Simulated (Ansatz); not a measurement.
**C2H6AlN: how energies converge with the basis set**

One table from this session's results is given with a row withheld; the runs are named, their logs left out.

The runs use Ansatz 0.2.0, Gaussian basis; one geometry, several basis sets.

The runs, in order: PBE0-D4/def2-SVP; ωB97M-V/def2-SVP; PBE0-D4/def2-QZVPP; ωB97M-V/def2-QZVPP; the functionals' def2-TZVPP values are taken from earlier runs.

### Structure used throughout

The geometry comes from an earlier relaxation with PBE0-D4 in a triple-zeta def2 set; it is a stationary point, not always the lowest conformer.

10 atoms, charge 0, spin multiplicity 1.

Atoms are counted from 1 here; the program's logs count them from 0.

Bond lengths: N1–C2 1.299 Å, N1–Al4 1.974 Å, N1–H5 1.010 Å, C2–C3 1.439 Å, C2–H6 1.095 Å, C3–Al4 2.084 Å, C3–H7 1.093 Å, C3–H8 1.084 Å, Al4–H9 1.592 Å, Al4–H10 1.591 Å. Angles: C2–N1–Al4 89.9°, C2–N1–H5 118.6°, Al4–N1–H5 144.8°, N1–C2–C3 113.7°, N1–C2–H6 121.4°, C3–C2–H6 124.5°, C2–C3–Al4 82.0°, C2–C3–H7 111.8°, C2–C3–H8 117.1°, Al4–C3–H7 96.2°, Al4–C3–H8 134.4°, H7–C3–H8 111.4°, N1–Al4–C3 68.8°, N1–Al4–H9 116.3° and more.

Set-up of the first run:

in.yaml

```yaml
crystal:
  periodic: [false, false, false]
  atoms:
    - {symbol: N, position_ang: [-1.214756, 0.267314, -0.076958]}
    - {symbol: C, position_ang: [-0.415540, -0.311087, -0.922709]}
    - {symbol: C, position_ang: [0.818687, -0.761061, -0.335831]}
    - {symbol: Al, position_ang: [0.324294, 0.674724, 1.090914]}
    - {symbol: H, position_ang: [-2.110864, 0.596311, -0.406160]}
    - {symbol: H, position_ang: [-0.636248, -0.329806, -1.995456]}
    - {symbol: H, position_ang: [0.667091, -1.628114, 0.312622]}
    - {symbol: H, position_ang: [1.658944, -0.908621, -1.004745]}
    - {symbol: H, position_ang: [0.207717, 0.192644, 2.603668]}
    - {symbol: H, position_ang: [0.783675, 2.156499, 0.737557]}
basis:
  gaussian: {orbitals: def2-SVP}
hamiltonian: {xc: pbe0, dispersion: d4}
output: {orbitals: {seedname: orbitals}}
```

Command:

```console
$ ansatz run in.yaml --threads 2 --pin off --events-out ev --progress --plain --max-ram 4352MiB
```

Steps of the session up to this table: PBE0-D4 in def2-SVP; ωB97M-V in def2-SVP; PBE0-D4 in def2-QZVPP; ωB97M-V in def2-QZVPP.

One of the session's tables, all rows but one given; the rest of the session is left out.

It belongs to the step «Functionals by basis». 

| functional | basis | HOMO (eV) |
| --- | --- | --- |
| PBE0-D4 | def2-SVP | -7.12 |
| PBE0-D4 | def2-TZVPP | -7.16 |
| PBE0-D4 | def2-QZVPP | ? |
| ωB97M-V | def2-SVP | -9.27 |
| ωB97M-V | def2-TZVPP | -9.33 |
| ωB97M-V | def2-QZVPP | -9.34 |

Q: Estimate the row for PBE0-D4, def2-QZVPP from the others.

The run gave: HOMO (eV): -7.17. In the column «HOMO (eV)» it lies between ωB97M-V, def2-SVP (-9.27) and PBE0-D4, def2-TZVPP (-7.16).
